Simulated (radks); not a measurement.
# Ionisation of Os: one atom, several choices of relativity

One table from this session's results is given with a row withheld; the runs are named, their logs left out.

Program: radks (a radial shooting solver on a logarithmic mesh, Libxc functionals) version 1. Level of theory: Kohn-Sham, PBE, spin-unpolarised, spherical densities. These are calculated values, not measurements, unless marked.

## What is computed

* element: osmium (Z = 76)
* charge: 0
* electrons: 76
* configuration: [Xe] 4f14 5d6 6s2
* ion: Os⁺, [Xe] 4f14 5d6 6s1
* choices: non-relativistic; scalar-relativistic; Dirac, 2j+1 shares; Dirac, low j first; scalar-relativistic, finite nucleus; Dirac, 2j+1 shares, finite nucleus; Dirac, c × 0.75; Dirac, c × 0.85; Dirac, c × 2

Set-up of the first run:

Input:

```text
Z 76
configuration [Xe] 4f14 5d6 6s2
relativity non-relativistic
functional pbe,pbe
spin unpolarised
nucleus point
```

Steps of the session up to this table: non-relativistic: Os.

One of the session's tables, all rows but one given; the rest of the session is left out.

It belongs to the step «non-relativistic: Os». Sizes of the orbitals, from the radial functions (bohr):

```
level     <r>  outermost maximum (interpolated)  90 % within  nodes
   4s  0.4727                             0.442        0.677      3
   4p  0.4785                             0.443        0.693      2
   4d  0.4914                             0.437        0.734      1
   5s   1.106                              1.00         1.59      4
   4f  0.5413                             0.400        0.878      0
   5p       ?                                 ?            ?      ?
   5d   1.750                              1.34         2.76      2
   6s   3.350                              2.78         5.01      5
```

Q: Estimate the row for 5p from the others.

The run gave: <r>: 1.215; outermost maximum (interpolated): 1.07; 90 % within: 1.77; nodes: 3. In the column «<r>» it lies between 5s (1.106) and 5d (1.750).

To keep in mind: Spin polarisation and multiplet splitting of open shells are left out at every level.
